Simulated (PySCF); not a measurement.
# C4H7BN2: the cost of one run

Programs: PySCF 2.14.0, with routines of our own; each step states its level. All values are computed. Atoms count from 0.

## Step 1: The system as given

14 atoms, charge 0, multiplicity 1; geometry from: GFN2-xTB.

## Step 2: Relaxing the molecule at BHandHLYP/def2-SVP

The job: settings as JSON, then the geometry in Å.

```
{"job": {"xc": "BHandHLYP", "basis": "def2-SVP", "grid": 1, "kind": "geom"}, "charge": 0, "multiplicity": 1}
N      2.268744     0.014582     0.260090
C      0.892988    -0.019508     0.088214
C      0.205944    -1.193000    -0.091641
C     -1.196800    -1.189581    -0.188574
C     -1.918280    -0.031110    -0.114643
B     -1.189662     1.273253     0.087060
N      0.224298     1.154301     0.172840
H      2.731384     0.871645    -0.003914
H      2.756797    -0.814946    -0.037323
H      0.753938    -2.120639    -0.155420
H     -1.683934    -2.147539    -0.331323
H     -2.994672    -0.106424    -0.203522
H     -1.661182     2.343142     0.171033
H      0.809759     1.965352     0.324957
```

Command:

```
$ OMP_NUM_THREADS=1 python excited_run.py task.json out
```

The driver reads the jobs from task.json and runs them one after another.

**Question.** How long does this first job take on 1 thread of Arm Neoverse V1, shared host, and how much memory does it need?

About 46 s, with a peak of 0.58 GiB.
